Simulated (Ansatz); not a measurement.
# Al2BrH3Si: the cost of one run

Computed with Ansatz 0.2.0, Gaussian basis. Level: the settings change from run to run.

### Step 1. The relaxed structure

An earlier PBE0-D4 in a triple-zeta def2 set relaxation fixed the geometry.

7 atoms, charge 0, spin multiplicity 1.

Atoms are counted from 1 here; the program's logs count them from 0.

Bond lengths: Br1–Si2 2.402 Å, Br1–Al3 2.531 Å, Si2–Al4 2.365 Å, Si2–H5 1.498 Å, Al3–Al4 2.493 Å, Al3–H6 1.584 Å, Al4–H7 1.592 Å. Angles: Si2–Br1–Al3 62.1°, Br1–Si2–Al4 100.0°, Br1–Si2–H5 98.2°, Al4–Si2–H5 158.1°, Br1–Al3–Al4 93.2°, Br1–Al3–H6 106.8°, Al4–Al3–H6 159.0°, Si2–Al4–Al3 63.2°, Si2–Al4–H7 123.9°, Al3–Al4–H7 138.0°.

As a file:

```xyz
7
Al2BrH3Si
Br   -1.28382   -1.57514    0.98674
Si   -1.01672    0.13877   -0.67427
Al    0.67230    0.01312    1.22809
Al    1.27559   -0.13782   -1.18644
H    -2.46576    0.43796   -0.90638
H     0.82479    0.32181    2.77441
H     2.05481    0.73330   -2.26786
```

### Step 2. wB97X-V/pcseg-2

Set apart from the defaults: high accuracy.

in.yaml

```yaml
crystal:
  periodic: [false, false, false]
  atoms:
    - {symbol: Br, position_ang: [-1.283816, -1.575140, 0.986744]}
    - {symbol: Si, position_ang: [-1.016715, 0.138772, -0.674268]}
    - {symbol: Al, position_ang: [0.672296, 0.013122, 1.228091]}
    - {symbol: Al, position_ang: [1.275594, -0.137816, -1.186441]}
    - {symbol: H, position_ang: [-2.465756, 0.437960, -0.906383]}
    - {symbol: H, position_ang: [0.824791, 0.321806, 2.774415]}
    - {symbol: H, position_ang: [2.054807, 0.733297, -2.267857]}
basis:
  gaussian: {orbitals: pcseg-2}
hamiltonian: {xc: {name: wB97X-V}}
accuracy: high
output: {forces: true}
```

Launch:

```console
$ ansatz run in.yaml --threads 2 --pin off --events-out ev --progress --plain --max-ram 4352MiB
```

**Question.** How long does this run take on 2 threads of Arm Neoverse V2, shared host, and how much memory does it need?

About 91 s, with a peak of 1.4 GiB.
